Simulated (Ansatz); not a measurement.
# SiH₂Se₂: an energy map over bond length Si1–H5 and angle H5–Si1–H4

How does the energy of H₂Se₂Si, SMILES [SiH2]1[Se][Se]1 change over two coordinates at once? A grid of runs gives the map.

The runs use Ansatz 0.2.0; RKS r2SCAN0-D4/def2-SVP.

### Step 1. Where the work starts

SMILES `[SiH2]1[Se][Se]1`, 5 atoms, charge 0, spin multiplicity 1.

Atoms are counted from 1 here; the program's logs count them from 0.

Bond lengths: Si1–Se2 2.270 Å, Si1–Se3 2.269 Å, Si1–H4 1.499 Å, Si1–H5 1.498 Å, Se2–Se3 2.470 Å. Angles: Se2–Si1–Se3 65.9°, Se2–Si1–H4 117.8°, Se2–Si1–H5 117.7°, Se3–Si1–H4 117.8°, Se3–Si1–H5 117.8°, H4–Si1–H5 112.5°, Si1–Se2–Se3 57.0°, Si1–Se3–Se2 57.0°.

As a file:

```mol
H2Se2Si
  3D, bonds by distance, orders not assigned

  5  5  0  0  0  0  0  0  0  0999 V2000
   -0.2867    0.2106   -0.2206 Si  0  0
    0.7746   -0.1594    1.7513 Se  0  0
    1.2867   -1.4221   -0.3091 Se  0  0
   -1.7244   -0.1984   -0.3268 H   0  0
   -0.0005    1.4955   -0.9363 H   0  0
  1  2  8  0
  1  3  8  0
  1  4  8  0
  1  5  8  0
  2  3  8  0
M  END
```

This geometry comes from a loose relaxation at PBE in a small basis, which is not shown.

### Step 2. Geometry optimisation

input.yaml

```yaml
crystal:
  periodic: [false, false, false]
  atoms:
    - { symbol: Si, position_ang: [-0.286701, 0.210628, -0.220597] }
    - { symbol: Se, position_ang: [0.774637, -0.159359, 1.751302] }
    - { symbol: Se, position_ang: [1.286748, -1.422063, -0.30909] }
    - { symbol: H, position_ang: [-1.724393, -0.198361, -0.326834] }
    - { symbol: H, position_ang: [-0.000491, 1.495455, -0.936281] }
basis:
  gaussian: { orbitals: def2-SVP }
hamiltonian:
  xc: { name: r2SCAN0 }
  dispersion: d4
output:
  forces: true
relax:
  f_tol: 0.003
  max_steps: 120
```

Started as:

```console
$ ansatz run input.yaml --threads 1 --pin off --max-ram 2560MiB --backend cpu --events-out ev --progress --plain --runs-dir out
```

What it wrote (excerpt; [...] marks lines left out):

```text
Warning: RAYON_NUM_THREADS=1 ignored (pool sized by the plan → 1); use --threads N
[...]
Functional definition: r2SCAN0
[...]
939 factors; integrals over basis functions are off by at most 3.7e-4 eV
[...]
mean field -138590.37592189 eV, -5093.1023751988 hartree, gradient 5.1e-5 eV, S^2 0.000000; 0 other end points of the search recorded, 0 dependent functions left out
[...]
reference -138590.37592818 eV, -5093.1023754298 hartree; 42, 42 occupied and 50, 50 virtual orbitals, 939 factors
relax step   1: F+E_penalty+E_count = -138590.41684716 eV  Δ(F+E_penalty+E_count) = +0.000e0 eV  max|allowed force component| = 6.213e-1 eV/Å  Δτ_max = 0.0000 Å  (24 SCF iters, accepted)
[...]
relax step   2: F+E_penalty+E_count = -138590.44085987 eV  Δ(F+E_penalty+E_count) = -2.401e-2 eV  max|allowed force component| = 8.907e-2 eV/Å  Δτ_max = 0.0287 Å  (26 SCF iters, accepted)
[...]
relax step   3: F+E_penalty+E_count = -138590.44173700 eV  Δ(F+E_penalty+E_count) = -8.771e-4 eV  max|allowed force component| = 2.068e-3 eV/Å  Δτ_max = 0.0055 Å  (24 SCF iters, accepted)
939 factors; integrals over basis functions are off by at most 3.3e-4 eV
[...]
mean field -138590.40076011 eV, -5093.1032879865 hartree, gradient 2.0e-5 eV, S^2 0.000000; 1 other end points of the search recorded, 0 dependent functions left out
[...]
reference -138590.40076636 eV, -5093.1032882162 hartree; 42, 42 occupied and 50, 50 virtual orbitals, 939 factors
Total energy: -138590.44174326 eV, -5093.1047940892 hartree
Atom 0 at    -0.285219     0.209693    -0.219244 Å, force    -0.002068     0.001597    -0.001297 eV/Å
Atom 1 at     0.766330    -0.160070     1.726318 Å, force     0.000848    -0.000243     0.001720 eV/Å
Atom 2 at     1.270491    -1.402943    -0.301663 Å, force     0.001438    -0.001531    -0.000198 eV/Å
Atom 3 at    -1.702740    -0.197359    -0.322156 Å, force    -0.000520    -0.000321     0.000038 eV/Å
Atom 4 at     0.000937     1.476979    -0.924755 Å, force     0.000302     0.000498    -0.000262 eV/Å
Dipole moment:    -0.283474     0.215534    -0.202580 e Å
```

It took 27 s on 1 thread of Arm Neoverse V1, shared host; peak memory 0.23 GiB.

Relaxation path:

```tsv
step	energy from step 1 (eV)	largest force component (eV/Å)
1	0.0000	0.6213
2	-0.0240	0.0891
3	-0.0249	0.0021
```

Distances of close pairs at the start and the end, largest changes first:

```tsv
bond	before (Å)	after (Å)	change (Å)
Se2–Se3	2.470	2.431	-0.039
Si1–Se2	2.270	2.242	-0.027
Si1–Se3	2.269	2.242	-0.027
Si1–H4	1.499	1.478	-0.020
Si1–H5	1.498	1.478	-0.020
```

### Step 3. The grid

First coordinate, bond length Si1–H5: 9 values from 1.242 to 1.922 Å. Second coordinate, angle H5–Si1–H4: 9 values from 67.9 to 157.9 °.

Nothing else is relaxed (all other coordinates rigid). Energies count from the relaxed molecule at the same level. Points are written as (first, second).

Below, 3 of the grid's runs; all are launched alike.

### Step 4. The run at (1.922 Å, 157.9°)

input.yaml

```yaml
crystal:
  periodic: [false, false, false]
  atoms:
    - { symbol: Si, position_ang: [-0.285219, 0.209693, -0.219244] }
    - { symbol: Se, position_ang: [0.76633, -0.16007, 1.726318] }
    - { symbol: Se, position_ang: [1.270491, -1.402943, -0.301663] }
    - { symbol: H, position_ang: [-1.70274, -0.197359, -0.322156] }
    - { symbol: H, position_ang: [1.281911, 1.288745, -0.49097] }
basis:
  gaussian: { orbitals: def2-SVP }
hamiltonian:
  xc: { name: r2SCAN0 }
  dispersion: d4
output:
  forces: true
```

Started as:

```console
$ ansatz run input.yaml --threads 1 --pin off --max-ram 2560MiB --backend cpu --events-out ev --progress --plain --runs-dir out
```

What it wrote (excerpt; [...] marks lines left out):

```text
Warning: RAYON_NUM_THREADS=1 ignored (pool sized by the plan → 1); use --threads N
[...]
[... 1 set-up line as earlier in the session ...]
[...]
883 factors; integrals over basis functions are off by at most 1.2e-3 eV
[...]
mean field -138587.93204883 eV, -5093.0125645202 hartree, gradient 5.4e-5 eV, S^2 0.000000; 0 other end points of the search recorded, 0 dependent functions left out
[...]
reference -138587.93205508 eV, -5093.0125647498 hartree; 42, 42 occupied and 50, 50 virtual orbitals, 883 factors
Total energy: -138587.98139886 eV, -5093.0143781004 hartree
Atom 0 at    -0.285219     0.209693    -0.219244 Å, force     3.763029     1.540418    -0.008413 eV/Å
Atom 1 at     0.766330    -0.160070     1.726318 Å, force    -0.055546    -0.745811     0.566849 eV/Å
Atom 2 at     1.270491    -1.402943    -0.301663 Å, force    -0.012655    -0.851400     0.394907 eV/Å
Atom 3 at    -1.702740    -0.197359    -0.322156 Å, force    -0.168783     0.561320    -0.385989 eV/Å
Atom 4 at     1.281911     1.288745    -0.490970 Å, force    -3.526045    -0.504527    -0.567354 eV/Å
Dipole moment:    -0.441012     0.281663    -0.282267 e Å
```

Wall time 7.7 s (1 thread of Arm Neoverse V1, shared host); peak memory 0.21 GiB.

That is 237 kJ/mol from the zero.

### Step 5. The run at (1.497 Å, 112.9°)

input.yaml: that of step 4 with these lines changed.

```diff
@@ -7,3 +7,3 @@
     - { symbol: H, position_ang: [-1.70274, -0.197359, -0.322156] }
-    - { symbol: H, position_ang: [1.281911, 1.288745, -0.49097] }
+    - { symbol: H, position_ang: [0.005686, 1.492854, -0.933304] }
 basis:
```

Started as:

```console
$ ansatz run input.yaml --threads 1 --pin off --max-ram 2560MiB --backend cpu --events-out ev --progress --plain --runs-dir out
```

What it wrote (excerpt; [...] marks lines left out):

```text
Warning: RAYON_NUM_THREADS=1 ignored (pool sized by the plan → 1); use --threads N
[...]
[... 1 set-up line as earlier in the session ...]
[...]
884 factors; integrals over basis functions are off by at most 1.2e-3 eV
[...]
mean field -138590.39754986 eV, -5093.1031700120 hartree, gradient 8.8e-5 eV, S^2 0.000000; 0 other end points of the search recorded, 0 dependent functions left out
[...]
reference -138590.39755612 eV, -5093.1031702421 hartree; 42, 42 occupied and 50, 50 virtual orbitals, 884 factors
Total energy: -138590.43853395 eV, -5093.1046761493 hartree
Atom 0 at    -0.285219     0.209693    -0.219244 Å, force     0.072565     0.284513    -0.156123 eV/Å
Atom 1 at     0.766330    -0.160070     1.726318 Å, force    -0.000996     0.001515     0.001370 eV/Å
Atom 2 at     1.270491    -1.402943    -0.301663 Å, force     0.000007    -0.000791    -0.002196 eV/Å
Atom 3 at    -1.702740    -0.197359    -0.322156 Å, force     0.000476     0.005665    -0.003384 eV/Å
Atom 4 at     0.005686     1.492854    -0.933304 Å, force    -0.072053    -0.290902     0.160334 eV/Å
Dipole moment:    -0.283763     0.211511    -0.200187 e Å
```

Run time: 7 s. Hardware: 1 thread of Arm Neoverse V1, shared host; peak memory 0.21 GiB.

That is 0.31 kJ/mol from the zero.

### Step 6. Point (1.667 Å, 157.9°)

input.yaml: that of step 5 with these lines changed.

```diff
@@ -7,3 +7,3 @@
     - { symbol: H, position_ang: [-1.70274, -0.197359, -0.322156] }
-    - { symbol: H, position_ang: [0.005686, 1.492854, -0.933304] }
+    - { symbol: H, position_ang: [1.073993, 1.145583, -0.454919] }
 basis:
```

Started as:

```console
$ ansatz run input.yaml --threads 1 --pin off --max-ram 2560MiB --backend cpu --events-out ev --progress --plain --runs-dir out
```

What it wrote (excerpt; [...] marks lines left out):

```text
Warning: RAYON_NUM_THREADS=1 ignored (pool sized by the plan → 1); use --threads N
[...]
[... 1 set-up line as earlier in the session ...]
[...]
884 factors; integrals over basis functions are off by at most 1.1e-3 eV
[...]
mean field -138588.64575024 eV, -5093.0387925634 hartree, gradient 7.0e-5 eV, S^2 0.000000; 0 other end points of the search recorded, 0 dependent functions left out
[...]
reference -138588.64575639 eV, -5093.0387927892 hartree; 42, 42 occupied and 50, 50 virtual orbitals, 884 factors
Total energy: -138588.68743029 eV, -5093.0403242768 hartree
Atom 0 at    -0.285219     0.209693    -0.219244 Å, force     3.097968     0.986664     0.165631 eV/Å
Atom 1 at     0.766330    -0.160070     1.726318 Å, force     0.007343    -0.836266     0.661103 eV/Å
Atom 2 at     1.270491    -1.402943    -0.301663 Å, force     0.058256    -0.961630     0.456906 eV/Å
Atom 3 at    -1.702740    -0.197359    -0.322156 Å, force    -0.121181     0.584107    -0.388121 eV/Å
Atom 4 at     1.073993     1.145583    -0.454919 Å, force    -3.042386     0.227125    -0.895517 eV/Å
Dipole moment:    -0.458144     0.324005    -0.312476 e Å
```

Run time: 7.3 s. Hardware: 1 thread of Arm Neoverse V1, shared host; peak memory 0.21 GiB.

On the map this point reads 169 kJ/mol.

### Step 7. All points together

81 points were computed. Energies in kJ/mol, from the relaxed molecule at the same level:

```
angle H5–Si1–H4 (°) ↓, bond length Si1–H5 (Å) →  1.242  1.327  1.412  1.497  1.582  1.667  1.752  1.837  1.922
                                          157.9    219    173    151    146    154    169    190    213    237
                                          146.6    154    108     86     82     90    106    127    151    177
                                          135.4    109     62     41     37     45     62     83    108    135
                                          124.1     82     35     13      9     18     35     57     82    109
                                          112.9     74     27      4      0      8     25     47     72     99
                                          101.6     85     37     14     10     17     33     54     78    105
                                           90.4    116     67     44     38     44     59     79    102    127
                                           79.1    168    118     94     87     92    105    124    145    168
                                           67.9    239    189    164    157    161    172    189    208    229
```

On the same grid, dipole moment (D):

```
angle H5–Si1–H4 (°) ↓, bond length Si1–H5 (Å) →  1.242  1.327  1.412  1.497  1.582  1.667  1.752  1.837  1.922
                                          157.9   3.45   3.39   3.31   3.24   3.16   3.08   3.01   2.93   2.86
                                          146.6   3.24   3.19   3.13   3.06   2.99   2.92   2.84   2.76   2.68
                                          135.4   2.89   2.84   2.78   2.72   2.65   2.58   2.50   2.43   2.35
                                          124.1   2.50   2.46   2.40   2.33   2.26   2.19   2.11   2.03   1.96
                                          112.9   2.14   2.09   2.02   1.95   1.88   1.79   1.71   1.63   1.56
                                          101.6   1.82   1.76   1.69   1.61   1.52   1.43   1.34   1.25   1.17
                                           90.4   1.59   1.52   1.44   1.35   1.24   1.14   1.03   0.92   0.82
                                           79.1   1.47   1.39   1.30   1.20   1.09   0.96   0.83   0.70   0.57
                                           67.9   1.42   1.35   1.27   1.17   1.06   0.93   0.80   0.65   0.49
```

### Step 8. Summary of results

```
               quantity                                                                            value
           lowest point                                                   (1.497 Å, 112.9°), 0.31 kJ/mol
 highest computed point                                    (1.242 Å, 67.9°), 238 kJ/mol above the lowest
      dipole moment (D)  0.49 at (1.922 Å, 67.9°) to 3.45 at (1.242 Å, 157.9°); 1.95 at the lowest point
time for the whole task                                                  12 min on 1 thread, shared host
```

**Reading.** The lowest computed point is at (1.497 Å, 112.9°), 0.31 kJ/mol from the relaxed molecule at the same level. The grid is coarse, so the lowest point of the scanned range may lie between grid points; coordinates that were held can hide deeper minima. The grid shows no other well, apart from its symmetry copies. The highest computed point, (1.242 Å, 67.9°), lies 238 kJ/mol above the lowest. Round the minimum the two coordinates are nearly uncoupled.
